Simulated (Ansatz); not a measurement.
# CH8ClNOSi2: the cost of one run

Program: Ansatz 0.2.0. Level of theory: RKS r2SCANh-D4/6-31G. These are calculated values, not measurements.

## Step 1: The system as given

Bond lengths: N1–Si2 1.657 Å, Si2–Si3 2.307 Å, Si2–Cl4 2.077 Å, Si2–C5 1.900 Å, C5–O6 1.460 Å, N1–H7 1.071 Å, N1–H8 0.999 Å, Si3–H9 1.533 Å, Si3–H10 1.448 Å, Si3–H11 1.505 Å, C5–H12 1.117 Å, C5–H13 1.091 Å, O6–H14 0.984 Å. Angles (14 of 22 angles, heavy atoms first): N1–Si2–Si3 113.3°, N1–Si2–Cl4 107.6°, N1–Si2–C5 111.3°, Si3–Si2–Cl4 110.8°, Si3–Si2–C5 107.9°, Cl4–Si2–C5 105.7°, Si2–C5–O6 116.0°, Si2–N1–H7 107.8°, Si2–N1–H8 111.1°, Si2–Si3–H9 108.4°, Si2–Si3–H10 112.3°, Si2–Si3–H11 111.1°, Si2–C5–H12 109.1°, Si2–C5–H13 108.9°.

Structure file:

```xyz
14

N    -1.8897    0.1641    0.2249
Si   -0.2480    0.0018    0.3772
Si    0.4709   -2.1838    0.2080
Cl    0.2958    0.8188    2.2078
C     0.6723    1.0216   -0.9361
O     0.3347    2.4410   -0.9954
H    -2.0964    1.1866   -0.0188
H    -2.3430    0.0768    1.1112
H     1.9815   -2.2178    0.4665
H     0.2114   -2.7478   -1.1003
H    -0.1545   -3.0430    1.2730
H     1.7702    0.9714   -0.7360
H     0.4205    0.6342   -1.9246
H     0.5614    2.8468   -0.1286
```

## Step 2: End point A

Contents of input.yaml:

```yaml
crystal:
  periodic: [false, false, false]
  atoms:
    - { symbol: "N", position_ang: [-1.8897, 0.1641, 0.2249] }
    - { symbol: Si, position_ang: [-0.248, 0.0018, 0.3772] }
    - { symbol: Si, position_ang: [0.4709, -2.1838, 0.208] }
    - { symbol: Cl, position_ang: [0.2958, 0.8188, 2.2078] }
    - { symbol: C, position_ang: [0.6723, 1.0216, -0.9361] }
    - { symbol: O, position_ang: [0.3347, 2.441, -0.9954] }
    - { symbol: H, position_ang: [-2.0964, 1.1866, -0.0188] }
    - { symbol: H, position_ang: [-2.343, 0.0768, 1.1112] }
    - { symbol: H, position_ang: [1.9815, -2.2178, 0.4665] }
    - { symbol: H, position_ang: [0.2114, -2.7478, -1.1003] }
    - { symbol: H, position_ang: [-0.1545, -3.043, 1.273] }
    - { symbol: H, position_ang: [1.7702, 0.9714, -0.736] }
    - { symbol: H, position_ang: [0.4205, 0.6342, -1.9246] }
    - { symbol: H, position_ang: [0.5614, 2.8468, -0.1286] }
basis:
  gaussian: { orbitals: "6-31G" }
hamiltonian:
  xc: r2scanh
  dispersion: d4
relax:
  f_tol: 0.02
  max_steps: 50
```

Command:

```bash
ansatz run input.yaml --threads 2 --pin off --max-ram 3072MiB --backend cpu --events-out ev --progress --plain --runs-dir out
```

Q: Estimate wall time and peak memory on 2 threads of Intel Xeon Platinum 8488C (Sapphire Rapids), shared host.

About 47 s, with a peak of 0.26 GiB.
